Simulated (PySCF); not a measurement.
# CsSi: bond curves at several levels of theory

One table from this session's results is given with a row withheld; the runs are named, their logs left out.

Computed with PySCF 2.14.0. Level: Cs def2-SVPD with ECP46, Si def2-SVPD, scalar-relativistic core potentials.

Set-up of the first run:

The job is set up so:

- atoms: Cs, Si
- charge: 0
- basis: Cs def2-SVPD with ECP46, Si def2-SVPD
- Hamiltonian: scalar-relativistic core potentials
- basis functions: 51
- electrons treated: 23
- masses in u: 132.9054, 27.9769
- levels: PBE0, PBE, r²SCAN, BP86, TPSS, MN15, ωB97X, HF, MP2, SCS-MP2, CCSD, CCSD(T)
- grid: 80 radial by 434 angular points
- occupations: held fixed by the projection of orbital angular momentum
- dissociation limit: Cs + Si, each in its ground configuration
- starting distance in angstrom: 3.320
- values of 2S to try: 1, 3

On the command line:

```
OMP_NUM_THREADS=1 python dia.py task.json out
```

Among the steps run: Input; The PBE0 curve of the state that the search chose; Other states along the same grid; PBE; r²SCAN; BP86; TPSS (meta-GGA); MN15; ωB97X; UHF (mean field); MP2 and coupled cluster.

One table of the session follows, with a row left open; its other results are not shown here.

It belongs to the step «The curves together». Energy (eV) from each level's lowest point:

| R (Å) | UHF | UHF-MP2 | UHF-SCS-MP2 | UHF-CCSD | UHF-CCSD(T) |
| --- | --- | --- | --- | --- | --- |
| 2.889 | 0.627 | 0.514 | 0.528 | n/a | n/a |
| 3.023 | 0.327 | 0.249 | 0.259 | 0.256 | 0.252 |
| 3.158 | 0.142 | 0.093 | 0.099 | 0.098 | 0.096 |
| 3.258 | 0.060 | 0.029 | 0.033 | 0.033 | 0.032 |
| 3.359 | ? | ? | ? | ? | ? |
| 3.460 | 0.000 | 0.000 | 0.000 | 0.000 | 0.000 |
| 3.594 | 0.014 | 0.030 | 0.028 | 0.028 | 0.028 |
| 3.762 | 0.069 | 0.103 | 0.099 | 0.098 | 0.099 |
| 3.964 | 0.172 | 0.222 | 0.216 | 0.215 | 0.215 |
| 4.232 | 0.339 | 0.407 | 0.399 | n/a | n/a |

**Question.** Estimate the row for R (Å) = 3.359.

Worked estimate for «UHF». A straight line through the neighbours (3.258, 0.060) and (3.460, 0.000) gives 0.060 + (0.000 − 0.060) × (3.359 − 3.258) / (3.460 − 3.258) = 0.030; a parabola fitted to 4 rows on both sides gives 0.016.

**Answer.** UHF: 0.015; UHF-MP2: 0.001; UHF-SCS-MP2: 0.003; UHF-CCSD: 0.003; UHF-CCSD(T): 0.002. In «UHF» the line misses by +0.015 and the parabola by +0.001.
